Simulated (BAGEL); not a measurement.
**SiH2SClO2 (SMILES O[Si](O)([S])Cl) at UHF/STO-3G (density fitting with qzvpp-jkfit)**

Aim: the vertical doublet–quartet gap of SiH2SClO2 at UHF/STO-3G (density fitting with qzvpp-jkfit), from 2 runs. 

The results are computed with BAGEL 1.2.2.

2 further runs of the same task are left out: 2 set aside as unsound or not needed.

### Step 1. Starting point

SiH2SClO2: 7 atoms, total charge 0, spin state doublet. SMILES: `O[Si](O)([S])Cl`. The coordinates come from a PBE0-D4/def2-TZVP relaxation. This is one conformer, not always the lowest.

Bond lengths: O1–Si2 1.629 Å, Si2–O3 1.620 Å, Si2–S4 2.101 Å, Si2–Cl5 2.052 Å, O1–H6 0.959 Å, O3–H7 0.960 Å. Angles: O1–Si2–O3 106.1°, O1–Si2–S4 115.6°, O1–Si2–Cl5 110.3°, O3–Si2–S4 111.5°, O3–Si2–Cl5 112.0°, S4–Si2–Cl5 101.6°, Si2–O1–H6 117.9°, Si2–O3–H7 116.8°.

### Step 2. The energy at UHF/STO-3G (density fitting with qzvpp-jkfit)

job.json

```json
{ "bagel" : [

{
  "title" : "molecule",
  "basis" : "sto-3g",
  "df_basis" : "qzvpp-jkfit",
  "angstrom" : true,
  "geometry" : [
    { "atom" : "O", "xyz" : [      -0.721300,       0.390200,       1.089800 ] },
    { "atom" : "Si", "xyz" : [       0.021300,      -0.031700,      -0.297300 ] },
    { "atom" : "O", "xyz" : [       0.987900,      -1.278400,       0.072600 ] },
    { "atom" : "S", "xyz" : [      -1.252400,      -0.496200,      -1.902100 ] },
    { "atom" : "Cl", "xyz" : [       1.072800,       1.560300,      -1.054000 ] },
    { "atom" : "H", "xyz" : [      -1.337800,       1.124200,       1.063500 ] },
    { "atom" : "H", "xyz" : [       1.290700,      -1.336400,       0.981700 ] }
  ]
},

{
  "title" : "uhf",
  "nopen" : 1
},

{
  "title" : "print",
  "file" : "orbitals.molden",
  "orbitals" : true
}

]}
```

Launch:

```console
$ BAGEL_NUM_THREADS=1 BAGEL job.json > job.out
```

Output:

```text
* using 1 threads per process

  ===============================================================
  ===============================================================

  *** Geometry ***

  { "atom" : "O", "xyz" : [     -1.363059,      0.737371,      2.059424 ] },
  { "atom" : "Si", "xyz" : [      0.040251,     -0.059904,     -0.561816 ] },
  { "atom" : "O", "xyz" : [      1.866860,     -2.415826,      0.137194 ] },
  { "atom" : "S", "xyz" : [     -2.366693,     -0.937682,     -3.594448 ] },
  { "atom" : "Cl", "xyz" : [      2.027298,      2.948540,     -1.991771 ] },
  { "atom" : "H", "xyz" : [     -2.528076,      2.124430,      2.009724 ] },
  { "atom" : "H", "xyz" : [      2.439070,     -2.525430,      1.855144 ] },

  Number of auxiliary basis functions:      574

  Since a DF basis is specified, we compute 2- and 3-index integrals:
    o Being stored without compression. Storage requirement is 0.007 GB

  Number of basis functions:       39
  Number of electrons      :       65

    * METHOD: MOLECULE                             0.27

  *** Open-shell HF ***

  === Nuclear Repulsion ===
   367.5482869487

      * DIIS with orbital gradients will be used.

  === UHF iteration (sto-3g) ===
      0      -1282.18629986          0.02798570           0.10
      1      -1282.29757527          0.00638484           0.10
      2      -1282.30341836          0.00162034           0.10
      3      -1282.30383759          0.00036129           0.10
      4      -1282.30390324          0.00004148           0.10
      5      -1282.30391084          0.00002350           0.10
      6      -1282.30391414          0.00002140           0.10
      7      -1282.30391554          0.00002110           0.10
      8      -1282.30391760          0.00002046           0.10
      9      -1282.30391950          0.00001775           0.10
     10      -1282.30392007          0.00001222           0.10
     11      -1282.30393456          0.00000724           0.10
     12      -1282.30394262          0.00000196           0.10
     13      -1282.30394280          0.00000058           0.10
     14      -1282.30394283          0.00000025           0.10
     15      -1282.30394283          0.00000012           0.10
     16      -1282.30394283          0.00000006           0.10
     17      -1282.30394283          0.00000002           0.10
     18      -1282.30394283          0.00000001           0.10
     19      -1282.30394283          0.00000001           0.10
    * SCF iteration converged.

    * S^2 (UHF) is 0.7531

    * Permanent dipole moment:
           (    0.717884,     0.295027,    -0.727867) a.u.

    * METHOD: UHF                                  2.14

    * METHOD: PRINT                                0.00

  ===============================================================
```

It took 2.5 s on 1 thread of Arm Neoverse V1, shared host.

### Step 3. The quartet

Changes to job.json since step 2:

```diff
@@ -6,3 +6,3 @@
   "df_basis" : "qzvpp-jkfit",
-  "angstrom" : true,
+  "angstrom" : "true",
   "geometry" : [
@@ -18,12 +18,5 @@
 
-{
-  "title" : "uhf",
-  "nopen" : 1
-},
+{ "title" : "uhf", "nopen" : 3 },
 
-{
-  "title" : "print",
-  "file" : "orbitals.molden",
-  "orbitals" : true
-}
+{ "title" : "print", "file" : "orbitals.molden", "orbitals" : "true" }
```

Launch:

```console
$ BAGEL_NUM_THREADS=1 BAGEL job.json > job.out
```

Output:

```text
* using 1 threads per process

  ===============================================================
  ===============================================================

  *** Geometry ***

  { "atom" : "O", "xyz" : [     -1.363059,      0.737371,      2.059424 ] },
  { "atom" : "Si", "xyz" : [      0.040251,     -0.059904,     -0.561816 ] },
  { "atom" : "O", "xyz" : [      1.866860,     -2.415826,      0.137194 ] },
  { "atom" : "S", "xyz" : [     -2.366693,     -0.937682,     -3.594448 ] },
  { "atom" : "Cl", "xyz" : [      2.027298,      2.948540,     -1.991771 ] },
  { "atom" : "H", "xyz" : [     -2.528076,      2.124430,      2.009724 ] },
  { "atom" : "H", "xyz" : [      2.439070,     -2.525430,      1.855144 ] },

  Number of auxiliary basis functions:      574

  Since a DF basis is specified, we compute 2- and 3-index integrals:
    o Being stored without compression. Storage requirement is 0.007 GB

  Number of basis functions:       39
  Number of electrons      :       65

    * METHOD: MOLECULE                             0.27

  *** Open-shell HF ***

  === Nuclear Repulsion ===
   367.5482869487

      * DIIS with orbital gradients will be used.

  === UHF iteration (sto-3g) ===
      0      -1281.89069779          0.02801940           0.10
      1      -1282.03648880          0.00857878           0.10
      2      -1282.05482964          0.00239164           0.10
      3      -1282.05880264          0.00100717           0.10
      4      -1282.06149570          0.00043263           0.10
      5      -1282.06222289          0.00014477           0.10
      6      -1282.06231219          0.00006410           0.10
      7      -1282.06232827          0.00002555           0.10
      8      -1282.06232990          0.00001312           0.10
      9      -1282.06233027          0.00000893           0.10
     10      -1282.06233043          0.00000508           0.10
     11      -1282.06233049          0.00000189           0.10
     12      -1282.06233050          0.00000098           0.10
     13      -1282.06233050          0.00000035           0.10
     14      -1282.06233050          0.00000012           0.10
     15      -1282.06233050          0.00000006           0.10
     16      -1282.06233050          0.00000003           0.10
     17      -1282.06233050          0.00000001           0.10
     18      -1282.06233050          0.00000001           0.10
    * SCF iteration converged.

    * S^2 (UHF) is 3.7553

    * Permanent dipole moment:
           (    1.764181,     0.885500,     0.384171) a.u.

    * METHOD: UHF                                  2.05

    * METHOD: PRINT                                0.00

  ===============================================================
```

Wall time 2.5 s (1 thread of Arm Neoverse V1, shared host).

### Step 4. Results

Level: UHF/STO-3G (density fitting with qzvpp-jkfit).

```
                                        quantity           value
                           doublet: total energy  -1282.30394 Eh
                          doublet: dipole moment          2.70 D
                                   doublet: ⟨S²⟩           0.753
                           quartet: total energy  -1282.06233 Eh
                          quartet: dipole moment          5.11 D
                                   quartet: ⟨S²⟩           3.755
vertical energy of the quartet above the doublet        6.575 eV
```

What this shows: At this shape the quartet lies 6.57 eV (152 kcal/mol) above the doublet. In a minimal basis such a difference can be off by several eV, whatever the method.
